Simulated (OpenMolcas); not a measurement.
**Tc²⁺: CASSCF and CASPT2 terms and fine-structure levels**

Which level of Tc²⁺ lies lowest, and where do the others fall? The reference wave functions come first, then spin-orbit coupling, then second-order correlation under several settings.

Program: OpenMolcas 26.06. Level of theory: state-averaged CASSCF and CASPT2, spin-orbit coupling by RASSI with atomic mean-field integrals. These are calculated values, not measurements, unless marked.

## Step 1: The system

| Quantity | Value |
| --- | --- |
| Species | Tc²⁺ (technetium, Z = 43, 41 electrons) |
| Basis | ANO-RCC-VDZP [6s5p3d1f], 43 functions |
| Scalar Hamiltonian | DKH2, point nucleus |
| Inactive shells | 1s 2s 2p 3s 3p 3d 4s 4p |
| Active space | 5 electrons in 5 orbitals (4d) |
| Some configurations of this space | 4d⁵ |
| Orbitals | optimised for the ground-state spin in each parity, averaged over the low roots |

The outer shells:

4d5
```
4d [↑ ][↑ ][↑ ][↑ ][↑ ]
```

The work runs as a chain of OpenMolcas steps in one folder; each step below is one input file. Labels, J, g values, rates, χT and fits are worked out afterwards by a script from the matrices that RASSI stores.

## Step 2: One- and two-electron integrals

Contents of a.inp:

```
&GATEWAY
Coord
1

Tc 0.0 0.0 0.0
Basis=ANO-RCC-VDZP
Group=XYZ
NoMove
AngMom=0.0 0.0 0.0
AMFI
&SEWARD
```

Command:

```sh
$ OMP_NUM_THREADS=1 MOLCAS_MEM=2252 MOLCAS_PROJECT=a pymolcas a.inp > a.log
```

## Step 3: CASSCF: sextets of even parity, 1 root

Contents of a.inp:

```
&RASSCF
FileOrb=start.orb
Symmetry=1
Spin=6
nActEl=5 0 0
Inactive=9 9
Ras2=5 0
CIRoot=1 1 1
SDav=1
CIMx=300
Iter=120 100
PrWF=0.3
OrbListing=Nothing
MaxOrb=0
Atom
>>> COPY $Project.JobIph JOB001
```

start.orb holds the contracted functions of the basis, ordered by shell, or the orbitals of the step before.

## Step 4: Reference wave functions, quartets of even parity, 24 roots

Contents of a.inp:

```
&RASSCF
FileOrb=start.orb
Symmetry=1
Spin=4
nActEl=5 0 0
Inactive=9 9
Ras2=5 0
CIRoot=24 24 1
SDav=24
CIMx=300
Iter=120 100
PrWF=0.3
OrbListing=Nothing
MaxOrb=0
Atom
CIOnly
>>> COPY $Project.JobIph JOB002
```

## Step 5: Reference wave functions, doublets of even parity, 75 roots

Contents of a.inp:

```
&RASSCF
FileOrb=start.orb
Symmetry=1
Spin=2
nActEl=5 0 0
Inactive=9 9
Ras2=5 0
CIRoot=75 75 1
SDav=75
CIMx=300
Iter=120 100
PrWF=0.3
OrbListing=Nothing
MaxOrb=0
Atom
CIOnly
>>> COPY $Project.JobIph JOB003
```

## Step 6: State interaction with spin-orbit coupling

Contents of a.inp:

```
&RASSI
NrOfJobIphs=3 1 24 52
1
1 2 3 4 5 6 7 8 9 10 11 12 13 14 15 16 17 18 19 20 21 22 23 24
1 2 3 4 5 6 7 8 9 10 11 12 13 14 15 16 17 18 19 20 21 22 23 24 25 26 27
28 29 30 31 32 33 34 35 36 37 38 39 40 41 42 43 44 45 46 47 48 49 50 51
52
IphNames
JOB001
JOB002
JOB003
EJob
SpinOrbit
DIPRint=1.0
SOCoupling=1000.0
Subsets=2
MEES
Property=10
'ANGMOM' 1 'ANGMOM' 2 'ANGMOM' 3 'MLTPL  1' 1 'MLTPL  1' 2 'MLTPL  1' 3
'AMFI' 1 'AMFI' 2 'AMFI' 3 'MLTPL  2' 6
SOProperty=3
'ANGMOM' 1 'ANGMOM' 2 'ANGMOM' 3
```

## Step 7: CASPT2: IPEA 0.75, imaginary shift 0.4 (closed shells correlated: 3d 4s 4p)

Contents of a.inp:

```
>>> COPY JOB001 $Project.JobIph
&CASPT2
Multistate=1 1
Frozen=3 6
IPEA=0.75
Imaginary=0.4
MaxIter=60
WThr=0.0 0.3 0.05
PrWF=0.5
NoMix
>>> COPY JOB002 $Project.JobIph
&CASPT2
Multistate=24 1 2 3 4 5 6 7 8 9 10 11 12 13 14 15 16 17 18 19 20 21 22
23 24
NoMult
Frozen=3 6
IPEA=0.75
Imaginary=0.4
MaxIter=60
WThr=0.0 0.3 0.05
PrWF=0.5
NoMix
>>> COPY JOB003 $Project.JobIph
&CASPT2
Multistate=52 1 2 3 4 5 6 7 8 9 10 11 12 13 14 15 16 17 18 19 20 21 22
23 24 25 26 27 28 29 30 31 32 33 34 35 36 37 38 39 40 41 42 43 44 45 46
47 48 49 50 51 52
NoMult
Frozen=3 6
IPEA=0.75
Imaginary=0.4
MaxIter=60
WThr=0.0 0.3 0.05
PrWF=0.5
NoMix
```

## Step 8: CASPT2: IPEA 0.15, real shift 0.5 (closed shells correlated: none)

Edit a.inp of step 7 so:

```diff
@@ -3,5 +3,5 @@
 Multistate=1 1
-Frozen=3 6
-IPEA=0.75
-Imaginary=0.4
+Frozen=9 9
+IPEA=0.15
+Shift=0.5
 MaxIter=60
@@ -15,5 +15,5 @@
 NoMult
-Frozen=3 6
-IPEA=0.75
-Imaginary=0.4
+Frozen=9 9
+IPEA=0.15
+Shift=0.5
 MaxIter=60
@@ -28,5 +28,5 @@
 NoMult
-Frozen=3 6
-IPEA=0.75
-Imaginary=0.4
+Frozen=9 9
+IPEA=0.15
+Shift=0.5
 MaxIter=60
```

## Step 9: CASPT2: IPEA 0.6, real shift 0.3 (closed shells correlated: 3d 4s 4p)

Edit a.inp of step 8 so:

```diff
@@ -3,5 +3,5 @@
 Multistate=1 1
-Frozen=9 9
-IPEA=0.15
-Shift=0.5
+Frozen=3 6
+IPEA=0.6
+Shift=0.3
 MaxIter=60
@@ -14,6 +14,5 @@
 23 24
-NoMult
-Frozen=9 9
-IPEA=0.15
-Shift=0.5
+Frozen=3 6
+IPEA=0.6
+Shift=0.3
 MaxIter=60
@@ -27,6 +26,5 @@
 47 48 49 50 51 52
-NoMult
-Frozen=9 9
-IPEA=0.15
-Shift=0.5
+Frozen=3 6
+IPEA=0.6
+Shift=0.3
 MaxIter=60
```

(Steps that only read results are left out.)

What does the calculation give? Wanted: lowest level; first excited level; spin-orbit lowering of the lowest level; strongest of the lines computed, by gA.

The runs gave:

| quantity | value |
| --- | --- |
| method | SS-CASPT2, IPEA 0.75, imaginary shift 0.4 (closed shells correlated: 3d 4s 4p) |
| lowest level | 4d⁵ ⁶S_5/2, 99 % of that term, g = 2.000 |
| ground level listed by NIST | 6S5/2 |
| first excited level | 4d⁵ ⁴G_5/2 at 22020 cm⁻¹ |
| spin-orbit lowering of the lowest level | 165 cm⁻¹ |
| strongest of the lines computed, by gA (one parity, so forbidden lines), at SS-CASPT2 energies | 4d⁵ ⁴P_5/2 → 4d⁵ ⁶S_5/2, 417.4 nm, A = 2.89e+00 s⁻¹ |

Cost and accuracy by method:

```
                                                 method  time of its own steps  time with the reference  mean absolute difference from method B (cm-1)
                                              A. CASSCF                   26 s                     26 s                                           3200
B. SS-CASPT2, IPEA 0.75, imaginary shift 0.4, +3d 4s 4p                  8.7 s                     34 s                                              0
         C. SS-CASPT2, IPEA 0.15, real shift 0.5, +none                  3.8 s                     30 s                                           1300
      D. SS-CASPT2, IPEA 0.6, real shift 0.3, +3d 4s 4p                   16 s                     42 s                                             55
```

Times are of one thread on a shared host.

What this shows: Second-order correlation (method B) scales the levels of the lowest configuration above 5000 cm⁻¹ by 0.87 to 0.94. Only the configurations of the active space and the roots asked for are present. The quartets, doublets rest on orbitals optimised for another spin in at least one step, which raises them against the optimised states. Not all states of the active space went into the spin-orbit step. CASPT2 does not keep the components of a term degenerate, and the means are used. Only valence configurations of the active space appear, up to the ionisation limit; * or ° marks odd parity.
